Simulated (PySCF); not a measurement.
# RbP⁺: basis, grid and Hamiltonian

The method stays; parts of the set-up, such as the basis or the Hamiltonian, are changed.

Method: method and basis as typed in the scripts; program: PySCF 2.14.0.

4 further runs of the same task are left out: 4 that didn't finish.

## (1) Where the work starts

RbP⁺: 2 atoms, charge 1, spin multiplicity 2.

Bond lengths: Rb1–P2 3.386 Å.

## (2) Base script

The input, input.py:

```python
from pyscf import gto, dft, tdscf

mol = gto.M(
    atom='Rb 0 0 0; P 0 0 3.386',
    basis='sbkjc',
    ecp={'Rb': 'sbkjc', 'P': 'sbkjc'},
    charge=1,
    spin=1,
    verbose=4,
)
mf = dft.UKS(mol, xc='revtpss')
mf.kernel()
td = tdscf.TDA(mf)
td.nstates = 8
td.kernel()
td.analyze(verbose=3)
mf.dip_moment()
print('orbital energies (hartree):', [e[max(0, n-3):n+3].round(4) for e, n in zip(mf.mo_energy, mol.nelec)])
```

Started as:

```
> OMP_NUM_THREADS=1 python input.py
```

Its log is not repeated here.

In short: E(SCF) = -6.406946 Eh, 7 cycles, ⟨S²⟩ = 1.750, excitations 0.92, 0.92, 2.53, 2.53, 5.78 eV.

⟨S²⟩ = 1.75 against 0.75 for a pure state: the determinant is spin-contaminated. The bond length is a typed value, not an optimised one. The dipole of an ion depends on the origin.

## (3) Integration grid (50, 194)

Variant 1 changes integration grid: default → (50, 194).

The input, input.py:

```python
from pyscf import gto, dft, tdscf

mol = gto.M(
    atom='Rb 0 0 0; P 0 0 3.386',
    basis='sbkjc',
    ecp={'Rb': 'sbkjc', 'P': 'sbkjc'},
    charge=1,
    spin=1,
    verbose=4,
)
mf = dft.UKS(mol, xc='revtpss')
mf.grids.atom_grid = (50, 194)
mf.kernel()
td = tdscf.TDA(mf)
td.nstates = 8
td.kernel()
td.analyze(verbose=3)
mf.dip_moment()
print('orbital energies (hartree):', [e[max(0, n-3):n+3].round(4) for e, n in zip(mf.mo_energy, mol.nelec)])
```

Started as:

```
> OMP_NUM_THREADS=1 python input.py
```

## (4) Integration grid 4

Variant 2 changes integration grid: default → 4.

Edit input.py of step 2 so:

```diff
@@ -11,2 +11,3 @@
 mf = dft.UKS(mol, xc='revtpss')
+mf.grids.level = 4
 mf.kernel()
```

## (5) Density fitting def2-universal-jkfit

Variant 3 changes density fitting: none → def2-universal-jkfit.

Edit input.py of step 2 so:

```diff
@@ -11,2 +11,3 @@
 mf = dft.UKS(mol, xc='revtpss')
+mf = mf.density_fit(auxbasis='def2-universal-jkfit')
 mf.kernel()
```

Before running it: what results should come out? Wanted: for each run, E(SCF); from base; gap, α spin; after the SCF.

**Answer**, as computed:

| run | E(SCF) (hartree) | from base (eV) | cycles | gap, α spin (eV) | functions | after the SCF |
| --- | --- | --- | --- | --- | --- | --- |
| base | -6.406946 | 0 | 7 | 1.43 | 16 | lowest root found 0.92 eV |
| integration grid (50, 194) | -6.406905 | +0.0011 | 7 | 1.43 | 16 | lowest root found 0.92 eV |
| integration grid 4 | -6.406952 | -0.0002 | 7 | 1.43 | 16 | lowest root found 0.92 eV |
| density fitting def2-universal-jkfit | -6.406948 | not comparable | 7 | 1.43 | 16 | lowest root found 0.92 eV |

**Reading.** Of the runs whose energies can be compared, “integration grid (50, 194)” moves the SCF energy most (+0.00110 eV). Rows marked «poor choice» come from settings spoiled on purpose.
